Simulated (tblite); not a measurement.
# CH12O2Si4: the cost of one run

Programs: tblite 0.8.0 and PySCF 2.14.0, with density-fitted response routines of our own. Each step states its level of theory. These are calculated values for one molecule in the gas phase, unless marked as measured. Atoms are numbered from 0 throughout.

## 1. The molecule as given

19 atoms, charge 0, multiplicity 1; geometry from: force field or distance geometry start.

Bonds of the start (Å): Si0–O1 1.68, O1–C2 1.37, C2–Si3 1.88, Si3–Si4 2.24, Si4–O5 1.71, O5–Si6 1.73, Si0–H7 1.50, Si0–H8 1.47, Si0–H9 1.48, C2–H10 1.10, C2–H11 1.11, Si3–H12 1.47, Si3–H13 1.45, Si4–H14 1.46, Si4–H15 1.47, Si6–H16 1.46, Si6–H17 1.46, Si6–H18 1.45.

## 2. Relaxing the molecule with GFN2-xTB

The job: settings as JSON, then the geometry in Å.

```
{"job": {"kind": "relax", "xc": "GFN2-xTB", "basis": "xTB"}, "charge": 0, "multiplicity": 1}
Si    -3.348100     0.752400     0.813500
O     -1.855800     0.108600     0.403100
C     -1.836900    -0.983500    -0.426100
Si    -0.037400    -1.450400    -0.683100
Si     1.206300     0.128400     0.298300
O      2.745100    -0.482700     0.726500
Si     3.932100     0.739700     0.417600
H     -3.190800     1.295400     2.201100
H     -3.733100     1.919900     0.008700
H     -4.438300    -0.244600     0.938300
H     -2.340900    -0.853400    -1.397500
H     -2.323100    -1.849900     0.065600
H      0.205800    -2.736500    -0.009300
H      0.257400    -1.448200    -2.099300
H      0.561600     0.688600     1.477400
H      1.452600     1.184200    -0.693200
H      3.390700     1.576000    -0.652600
H      4.156100     1.532600     1.624600
H      5.186800     0.132700     0.009100
```

Command:

```console
$ OMP_NUM_THREADS=1 python probes_run.py task.json out
```

The driver reads the jobs from task.json and runs them one after another.

**Question.** How long does this first job take on 1 thread of Arm Neoverse N1, shared host?

About 2 s.
